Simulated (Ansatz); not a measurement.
This script makes vertical spin-state energies of C2H7ClSi2, SMILES [SiH3]C=C([SiH3])Cl with the Ansatz DFT code, driven from Python.

The script, `c2h7clsi2.py`:
```python
# -*- coding: utf-8 -*-
'''Gap between spin states of C2H7ClSi2 at one geometry.'''

import warnings

import ansatz

BASIS = '6-31G*'
XC = 'r2scan'


def main():
    warnings.simplefilter('ignore', ansatz.DeckWarning)

    system = (
        ansatz.Crystal.molecule()
        .atom('Si', (-1.8187, 0.3511, -0.1827))
        .atom('C', (-0.3925, 0.6843, 0.8481))
        .atom('C', (0.843, 0.2381, 0.7078))
        .atom('Si', (1.6257, -0.8712, -0.632))
        .atom('Cl', (2.0112, 0.7633, 1.9545))
        .atom('H', (-2.9909, 1.2519, 0.2838))
        .atom('H', (-1.5339, 0.7427, -1.6))
        .atom('H', (-2.2164, -1.0161, -0.1296))
        .atom('H', (-0.6316, 1.35, 1.7294))
        .atom('H', (1.5389, -0.1589, -1.9035))
        .atom('H', (0.6819, -2.0871, -0.7337))
        .atom('H', (2.9603, -1.3034, -0.3081))
    )

    base = system.calculation().basis(gaussian=BASIS).functional(XC)
    found = {}
    for unpaired in [0, 2]:
        summary = base.spin('collinear', total=unpaired).run().report
        s = unpaired / 2
        found[unpaired] = summary['free_energy_ev']
        print(f'2S+1 = {unpaired + 1}: E = {found[unpaired]:.5f} eV, <S^2> = {abs(summary["mean_field"]["state"]["spin_squared"]):.3f} (pure state {s * (s + 1):.2f})')
    lowest = min(found, key=found.get)
    for unpaired, e in found.items():
        print(f'multiplicity {unpaired + 1}: {(e - found[lowest]):.3f} eV above the lowest')


if __name__ == '__main__':
    main()
```

Which spin state is lowest at this geometry, and how far above lie the others?

In order: multiplicity 1 (+0.00 eV) and multiplicity 3 (+3.55 eV), all at the one geometry.

What the script printed:

Running `python c2h7clsi2.py` prints:
```text
2S+1 = 1: E = -30459.53403 eV, <S^2> = 0.000 (pure state 0.00)
2S+1 = 3: E = -30455.98607 eV, <S^2> = 2.011 (pure state 2.00)
multiplicity 1: 0.000 eV above the lowest
multiplicity 3: 3.548 eV above the lowest
```

Total energies depend on the basis set; only differences at equal settings carry meaning. The geometry is a force-field or estimated start, not a minimum of this method, and the basis set is short of its limit. All parts are taken at fixed geometry, without zero-point energy. It ran for 16 s on 1 thread of Intel(R) Xeon(R) 6975P-C (Granite Rapids) (shared host), peak memory 0.3 GiB.

(A comment or docstring line of the script was reworded after the run, the code is as it ran; lines on the test bed's own set-up are left out of the output.)
